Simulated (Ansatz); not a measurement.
# GeH₅NO: inputs that go wrong

3 inputs were typed for GeH₅NO. Each is run as it stands; the log then has to tell whether the result can be used.

Program: Ansatz 0.2.0, Gaussian basis. Level of theory: the settings change from run to run. These are calculated values, not measurements.

### 1 The molecule

The geometry comes from an earlier relaxation with PBE0-D4 in a triple-zeta def2 set; it is a stationary point, not always the lowest conformer.

SMILES `[NH2][GeH2][OH]`, 8 atoms, charge 0, spin multiplicity 1.

Atoms are counted from 1 here; the program's logs count them from 0.

Bond lengths: N1–Ge2 1.819 Å, N1–H4 1.009 Å, N1–H5 1.009 Å, Ge2–O3 1.780 Å, Ge2–H6 1.548 Å, Ge2–H7 1.538 Å, O3–H8 0.959 Å. Angles: Ge2–N1–H4 117.0°, Ge2–N1–H5 115.8°, H4–N1–H5 110.2°, N1–Ge2–O3 104.8°, N1–Ge2–H6 115.6°, N1–Ge2–H7 106.9°, O3–Ge2–H6 106.5°, O3–Ge2–H7 111.2°, H6–Ge2–H7 111.7°, Ge2–O3–H8 112.1°.

### 2 Try 1

File in.yaml:

```yaml
crystal:
  periodic: [false, false, false]
  atoms:
    - {symbol: N, position_ang: [-1.031814, 0.492503, -0.794502]}
    - {symbol: Ge, position_ang: [0.497147, 0.055430, 0.087819]}
    - {symbol: O, position_ang: [0.294802, -1.658247, 0.524467]}
    - {symbol: H, position_ang: [-1.853929, 0.655504, -0.233380]}
    - {symbol: H, position_ang: [-0.943181, 1.208529, -1.499197]}
    - {symbol: H, position_ang: [0.748963, 0.819478, 1.410916]}
    - {symbol: H, position_ang: [1.655784, 0.242655, -0.906814]}
    - {symbol: H, position_ang: [0.724425, -1.872950, 1.354790]}
basis:
  gaussian: {orbitals: aug-pcseg-2}
magnetization: {spin_polarized: true, initial_magnetization: 8}
hamiltonian: {xc: {name: r2SCAN}, pseudopotentials: {relativity: none}}
```

Launch:

```sh
ansatz run in.yaml --threads 2 --pin off --events-out ev --progress --plain --max-ram 4352MiB
```

Log:

```text
Functional definition: r2SCAN
  name "r2SCAN"
  cite "Furness, Kaplan, Ning, Perdew & Sun, J. Phys. Chem. Lett. 11, 8208 (2020) doi:10.1021/acs.jpclett.0c02405"
  cite "Furness, Kaplan, Ning, Perdew & Sun, J. Phys. Chem. Lett. 11, 9248 (2020) doi:10.1021/acs.jpclett.0c03077"
  parent r2scan
  parameter k0 = 0.174
  parameter k1 = 0.065
  parameter a1 = 4.9479
  exchange = r2scan_x(k0 = k0, k1 = k1, a1 = a1)
  correlation = r2scan_c
1121 factors; their error is unknown
mean field evaluation 1: about -60101.2537 eV, gradient 3.6e1 eV
mean field evaluation 2: about -60024.8753 eV, gradient 1.0e2 eV
mean field evaluation 4: about -60106.7038 eV, gradient 1.8e1 eV
mean field evaluation 8: about -60108.7935 eV, gradient 9.8e-1 eV
mean field evaluation 16: about -60108.7641 eV, gradient 1.5e-2 eV
mean field evaluation 32: about -60108.7641 eV, gradient 9.1e-6 eV
mean field evaluation 64: about -60108.0657 eV, gradient 4.9e0 eV
mean field -60108.76411862 eV, -2208.9563381757 hartree, gradient 9.1e-6 eV, S^2 20.011216; 10 other end points of the search recorded, 0 dependent functions left out
reference -60108.76417132 eV, -2208.9563401122 hartree; 30, 22 occupied and 236, 244 virtual orbitals, 1121 factors
Total energy: -60108.76417132 eV, -2208.9563401122 hartree
```

It took 80 s on 2 threads of Arm Neoverse V1, shared host; peak memory 1.1 GiB.

Diagnosis: The run converged, but a converged run isn't a right one. The spin is set far too high for this molecule. It asks for 8 unpaired electrons; the ground state has 0. Its energy belongs to an excited spin state, not the ground state. Cure: set initial_magnetization back to that of the ground state.

### 3 Try 2

File in.yaml:

```yaml
crystal:
  periodic: [false, false, false]
  atoms:
    - {symbol: N, position_ang: [-0.722270, 0.295502, -0.476701]}
    - {symbol: Ge, position_ang: [0.298288, 0.033258, 0.061474]}
    - {symbol: O, position_ang: [0.206362, -0.994948, 0.367127]}
    - {symbol: H, position_ang: [-1.112357, 0.393302, -0.140028]}
    - {symbol: H, position_ang: [-0.660226, 0.845971, -1.049438]}
    - {symbol: H, position_ang: [0.524274, 0.573635, 0.846549]}
    - {symbol: H, position_ang: [0.993471, 0.169859, -0.634770]}
    - {symbol: H, position_ang: [0.434655, -1.123770, 0.948353]}
basis:
  gaussian: {orbitals: x2c-TZVPPall, nuclear_model: gaussian}
hamiltonian: {xc: {name: PBE}}
accuracy: high
output: {forces: true}
```

Same command.

Log, cut to the lines that bear on the results:

```text
Functional definition: PBE
  name "PBE"
  cite "Perdew, Burke & Ernzerhof, Phys. Rev. Lett. 77, 3865 (1996) doi:10.1103/PhysRevLett.77.3865"
  parent pbe
[...]
2974 factors; integrals over basis functions are off by at most 4.5e-9 eV
[...]
mean field -60631.08325502 eV, -2228.1512123977 hartree, gradient 2.5e-8 eV, S^2 0.000000; 0 other end points of the search recorded, 0 dependent functions left out
[...]
reference -60631.08325805 eV, -2228.1512125092 hartree; 26, 26 occupied and 154, 154 virtual orbitals, 2974 factors
Total energy: -60631.08325805 eV, -2228.1512125092 hartree
Relativity: scalar
Atom 0 at    -0.722270     0.295502    -0.476701 Å, force    20.244282   -11.321009  -118.917407 eV/Å
Atom 1 at     0.298288     0.033258     0.061474 Å, force    61.203688   104.804894   -12.455277 eV/Å
Atom 2 at     0.206362    -0.994948     0.367127 Å, force   -30.562512  -143.266827    -0.788266 eV/Å
Atom 3 at    -1.112357     0.393302    -0.140028 Å, force  -106.872991    25.769356    87.154447 eV/Å
Atom 4 at    -0.660226     0.845971    -1.049438 Å, force    -1.175392    12.971890   -14.500326 eV/Å
Atom 5 at     0.524274     0.573635     0.846549 Å, force     9.458147    22.721530    31.897783 eV/Å
Atom 6 at     0.993471     0.169859    -0.634770 Å, force    27.436393     5.773694   -25.875860 eV/Å
Atom 7 at     0.434655    -1.123770     0.948353 Å, force    20.268385   -17.453528    53.484906 eV/Å
Dipole moment:    -0.136714     0.082208     0.194760 e Å
```

It took 16 s on 2 threads of Arm Neoverse V1, shared host; peak memory 0.73 GiB.

**Diagnosis.** It ended without an error, which proves nothing about the input. The geometry is squeezed well below its size. The shortest distance is 0.52 Å (N1–H4), against 0.96 Å in the relaxed molecule. Its energy is no property of the relaxed molecule. Cure: use the relaxed coordinates.

### 4 Try 3

File in.yaml:

```yaml
crystal:
  periodic: [false, false, false]
  atoms:
    - {symbol: N, position_ang: [-1.031814, 0.492503, -0.794502]}
    - {symbol: Ge, position_ang: [0.497147, 0.055430, 0.087819]}
    - {symbol: O, position_ang: [0.294802, -1.658247, 0.524467]}
    - {symbol: H, position_ang: [-1.853929, 0.655504, -0.233380]}
    - {symbol: H, position_ang: [-0.943181, 1.208529, -1.499197]}
    - {symbol: H, position_ang: [0.748963, 0.819478, 1.410916]}
    - {symbol: H, position_ang: [1.655784, 0.242655, -0.906814]}
    - {symbol: H, position_ang: [0.724425, -1.872950, 1.354790]}
basis:
  gaussian: {orbitals: cc-pVTZ-rifit}
total_charge: 1
magnetization: {spin_polarized: true, initial_magnetization: 1}
hamiltonian: {xc: {name: PBE-QIDH}}
scf: {lower_state_search: light}
output: {forces: true}
```

Launched as before.

Log:

```text
Functional definition: PBE-QIDH
  name "PBE-QIDH"
  cite "Brémond, Sancho-García, Pérez-Jiménez & Adamo, J. Chem. Phys. 141, 031101 (2014) doi:10.1063/1.4890314"
  cite "Perdew, Burke & Ernzerhof, Phys. Rev. Lett. 77, 3865 (1996) doi:10.1103/PhysRevLett.77.3865"
  parameter a = 3^(-1/3)
  parameter c = 1/3
  exchange = (1 - a)*pbe_x + a*exact_x
  correlation = (1 - c)*pbe_c + c*(mp2_os + mp2_ss)
Error: with its integrals the run needs 4.26 GiB of memory, and 4.25 GiB are given
refused for memory
```

It took 1.2 s on 2 threads of Arm Neoverse V1, shared host.

**Diagnosis.** Refused before any calculation. The set cc-pVTZ-rifit is made for fitting, not for orbitals. It also asks for charge 1 and multiplicity 2, another species or state than the molecule above. The message speaks of memory, but more memory would only let a meaningless calculation run. To mend it, name an orbital basis such as cc-pVTZ, and keep the fitting set for the fitting key, and set charge and spin to those of the species named.

### 5 How the tries ended

```
try                   level      ended                                                        cause   time
  1      r2SCAN/aug-pcseg-2  converged               the spin is set far too high for this molecule   80 s
  2        PBE/x2c-TZVPPall  converged                 the geometry is squeezed well below its size   16 s
  3  PBE-QIDH/cc-pVTZ-rifit    refused  the set cc-pVTZ-rifit is made for fitting, not for orbitals  1.2 s
```

In words: 2 converged, 1 refused. A refusal costs next to no computing time. The dangerous case is the input that converges on a wrong geometry, charge, spin, basis or grid: often only a look at the input shows it.
